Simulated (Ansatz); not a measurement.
# F3H3Si: the cost of one run

Method: RKS BLYP-D4/def2-SVP, in Ansatz 0.2.0.

## (1) The starting structure

Bond lengths: Si1–F3 1.590 Å, Si1–H4 1.459 Å, Si1–F5 1.589 Å, Si1–F6 1.890 Å. Angles: F3–Si1–H4 109.5°, F3–Si1–F5 109.5°, F3–Si1–F6 178.9°, H4–Si1–F5 109.5°, H4–Si1–F6 70.0°, F5–Si1–F6 70.0°.

As a file:

```xyz
7

Si    0.0000    0.0000    0.0000
H     0.0000    0.0000    1.8100
F     1.4994    0.0000   -0.5295
H    -0.6877    1.1914   -0.4862
F    -0.7489   -1.2974   -0.5295
F    -1.7936    0.0000    0.5960
H    -0.9735    0.0000    1.6930
```

## (2) A restrained relaxation towards end A

Springs on the bonds that form and break draw the guess towards this end; the thresholds are loose.

input.yaml

```yaml
crystal:
  periodic: [false, false, false]
  atoms:
    - { symbol: Si, position_ang: [0.0, 0.0, 0.0] }
    - { symbol: H, position_ang: [0.0, 0.0, 1.81] }
    - { symbol: F, position_ang: [1.4994, 0.0, -0.5295] }
    - { symbol: H, position_ang: [-0.6877, 1.1914, -0.4862] }
    - { symbol: F, position_ang: [-0.7489, -1.2974, -0.5295] }
    - { symbol: F, position_ang: [-1.7936, 0.0, 0.596] }
    - { symbol: H, position_ang: [-0.9735, 0.0, 1.693] }
basis:
  gaussian: { orbitals: def2-SVP }
hamiltonian:
  xc: blyp
  dispersion: d4
relax:
  f_tol: 0.15
  max_steps: 25
  restrain:
    - { distance: [0, 5], at: 2.79, k: 30.0 }
    - { distance: [6, 1], at: 1.86, k: 30.0 }
    - { distance: [0, 1], at: 1.46, k: 30.0 }
    - { distance: [6, 5], at: 0.92, k: 30.0 }
```

The run is started by

```bash
$ ansatz run input.yaml --threads 1 --pin off --max-ram 2048MiB --backend cpu --events-out ev --progress --plain --runs-dir out
```

**Question.** How long does this run take on 1 thread of AMD EPYC 9R45 (Zen 5), shared host, and how much memory does it need?

About 7.4 s, with a peak of 0.14 GiB.
